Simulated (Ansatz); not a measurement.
Crystal: Ta4NiO11.

```
CELL_PARAMETERS angstrom
4.77089 0.00000 0.00513
0.00000 5.82454 0.00000
-1.98628 0.00000 7.25051
ATOMIC_POSITIONS crystal
Ta 0.61339 0.50000 0.76042
Ta 0.38661 0.50000 0.23958
Ta 0.16615 0.00000 0.79875
Ta 0.83385 0.00000 0.20125
Ni 0.50000 0.00000 0.50000
O 0.33278 0.79913 0.65053
O 0.66722 0.79913 0.34947
O 0.90047 0.25786 0.80718
O 0.09953 0.25786 0.19282
O 0.66722 0.20087 0.34947
O 0.33278 0.20087 0.65053
O 0.09953 0.74214 0.19282
O 0.90047 0.74214 0.80718
O 0.50000 0.50000 0.00000
O 0.50000 0.00000 0.00000
O 0.50000 0.50000 0.50000
```

The cell was built by a generator and needn't be a form met in nature.

- Program: Ansatz 0.2.0
- Task: relaxation of cell and atoms
- Functional: r2SCAN
- Dispersion: D4
- Potentials or basis: Ansatz PAW
- Cutoff: 500 eV (not typed: the program's choice for these potentials)
- k mesh: 4 × 4 × 3
- Occupations: fermi-dirac, width 0.05 eV
- Spin: collinear spin, ferromagnetic start
- Starting moments: [0.0, 0.0, 0.0, 0.0, 1.0, 0.0, 0.0, 0.0, 0.0, 0.0, 0.0, 0.0, 0.0, 0.0, 0.0, 0.0] μB

At the start: volume 12.60 Å³/atom.

Question: Where does the relaxation end?

Answer: It ends after 8 steps and the volume is 12.22 Å³/atom (-3.0 %); space group P2/m (No. 10, to 0.05 Å); moment 0.00 μB per cell.

Step by step:
```csv
step,energy change (eV),largest force (eV/Å),volume (Å³)
1,0.0000,0.4678,201.54
2,-0.1214,0.1715,194.46
3,-0.1278,0.0916,195.52
4,-0.1307,0.1110,195.71
5,-0.1320,0.0524,195.68
6,-0.1322,0.0130,195.62
7,-0.1324,0.0044,195.58
8,-0.1284,0.0046,195.58
```

Final structure:
```
Ta Ni O
1.0
     4.74917    0.00000   -0.02081
     0.00000    5.72681    0.00000
    -2.01661    0.00000    7.19995
Ta Ni O
4 1 11
Direct
  0.60570 0.50000 0.75973
  0.39430 0.50000 0.24027
  0.16376 0.00000 0.79934
  0.83624 0.00000 0.20066
  0.50000 0.00000 0.50000
  0.32604 0.79593 0.65055
  0.67396 0.79593 0.34945
  0.89526 0.25540 0.80735
  0.10474 0.25540 0.19265
  0.67396 0.20407 0.34945
  0.32604 0.20407 0.65055
  0.10474 0.74460 0.19265
  0.89526 0.74460 0.80735
  0.50000 0.50000 0.00000
  0.50000 0.00000 0.00000
  0.50000 0.50000 0.50000
```

Caveat: the magnetic or orbital state may not be the lowest; the plane-wave basis is chosen anew once the cell has moved, so the energies of steps on either side of that aren't comparable; the PAW data sets come from PBE, with cores solved anew for the run's functional, which leaves a small shift of forces and pressure; the starting moments weren't kept.
